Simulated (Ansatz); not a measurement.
**C2H7InOS: one species, many methods**

The task here is to estimate one member of a computed series from the others.

Method: functionals in def2-TZVPP, the program's frozen cores in correlated methods; program: Ansatz 0.2.0, Gaussian basis.

The runs, in order: PBE-D4, r2SCAN-D4, PBE0-D4, B3LYP-D4, ωB97X-V, ωB97M-V, B2PLYP; CCSD(T)/def2-TZVPP; MP2/def2-QZVPP; extrapolation to the limit.

### The geometry

An earlier PBE0-D4 in a triple-zeta def2 set relaxation fixed the geometry. In takes the def2 core potential; no spin-orbit term is included.

SMILES `CS[CH](O)[InH2]`, 12 atoms, charge 0, spin multiplicity 1.

Atoms are counted from 1 here; the program's logs count them from 0.

Bond lengths: C1–S2 1.800 Å, C1–H6 1.091 Å, C1–H7 1.090 Å, C1–H8 1.090 Å, S2–C3 1.870 Å, C3–O4 1.388 Å, C3–In5 2.176 Å, C3–H9 1.095 Å, O4–H10 0.965 Å, In5–H11 1.722 Å, In5–H12 1.712 Å. Angles: S2–C1–H6 110.3°, S2–C1–H7 107.4°, S2–C1–H8 111.1°, H6–C1–H7 109.3°, H6–C1–H8 110.0°, H7–C1–H8 108.7°, C1–S2–C3 100.2°, S2–C3–O4 111.6°, S2–C3–In5 87.9°, S2–C3–H9 105.2°, O4–C3–In5 117.0°, O4–C3–H9 113.6°, In5–C3–H9 117.7°, C3–O4–H10 109.4°, C3–In5–H11 114.6°, C3–In5–H12 118.2°, H11–In5–H12 126.9°.

Set-up of the first run:

File in.yaml:

```yaml
crystal:
  periodic: [false, false, false]
  atoms:
    - {symbol: C, position_ang: [-1.513386, 0.395870, 1.063254]}
    - {symbol: S, position_ang: [0.243480, 0.022668, 1.181596]}
    - {symbol: C, position_ang: [0.797041, 0.480792, -0.545341]}
    - {symbol: O, position_ang: [2.045401, 1.086573, -0.536857]}
    - {symbol: In, position_ang: [0.730172, -1.636623, -1.040483]}
    - {symbol: H, position_ang: [-1.665983, 1.472453, 0.973731]}
    - {symbol: H, position_ang: [-1.985627, 0.039357, 1.978749]}
    - {symbol: H, position_ang: [-1.966541, -0.116992, 0.214287]}
    - {symbol: H, position_ang: [0.002557, 1.121492, -0.941402]}
    - {symbol: H, position_ang: [1.994170, 1.920798, -0.053941]}
    - {symbol: H, position_ang: [-0.827086, -2.217351, -1.492329]}
    - {symbol: H, position_ang: [2.145791, -2.569028, -0.801254]}
basis:
  gaussian: {orbitals: def2-TZVPP}
hamiltonian: {xc: pbe, dispersion: d4}
output: {forces: true, orbitals: {seedname: orbitals}}
```

Launch:

```sh
ansatz run in.yaml --threads 2 --pin off --events-out ev --progress --plain --max-ram 32768MiB --backend cuda --devices 0, --max-vram 18GiB
```

Steps of the session up to this table: PBE-D4 (GGA); r2SCAN-D4 (meta-GGA); PBE0-D4 (hybrid); B3LYP-D4 (hybrid); ωB97X-V (range-separated); ωB97M-V (range-separated); B2PLYP (double hybrid); CCSD(T) in def2-TZVPP; MP2 in def2-QZVPP.

One table of the session follows, with a row left open; its other results are not shown here.

| method | atomisation energy (eV) |
| --- | --- |
| PBE-D4 | 40.822 |
| r2SCAN-D4 | ? |
| PBE0-D4 | 40.040 |
| B3LYP-D4 | 39.760 |
| ωB97X-V | 40.205 |
| ωB97M-V | 40.210 |
| B2PLYP | 39.279 |
| HF/def2-TZVPP | 27.729 |
| MP2/def2-TZVPP | 39.407 |
| CCSD/def2-TZVPP | 38.282 |
| CCSD(T)/def2-TZVPP | 38.999 |
| MP2/CBS | 40.553 |
| CCSD(T)/CBS | 40.145 |

Q: Estimate the row for r2SCAN-D4 from the others.

**Answer.** atomisation energy (eV): 40.160. In the column «atomisation energy (eV)» it lies between CCSD(T)/CBS (40.145) and ωB97X-V (40.205).

Among the levels timed on like hardware and quicker than the yardstick, those that no quicker one beats, quickest first: PBE-D4 (3.4 s, +0.677 eV); B3LYP-D4 (4.3 s, -0.385 eV); r2SCAN-D4 (4.3 s, +0.015 eV). Runs this short are mostly start-up, so their order is noise.

B2PLYP carry no dispersion term (for B3LYP, D4 adds 0.482 eV).

To keep in mind: Free atoms (2 C, 1 S, 1 O, 1 In, 7 H) were run apart at each level; the atomisation energy is their sum less the molecule, without zero-point or spin-orbit terms. All levels share the lack of spin-orbit coupling, which lowers the free heavy atoms and so the true binding.
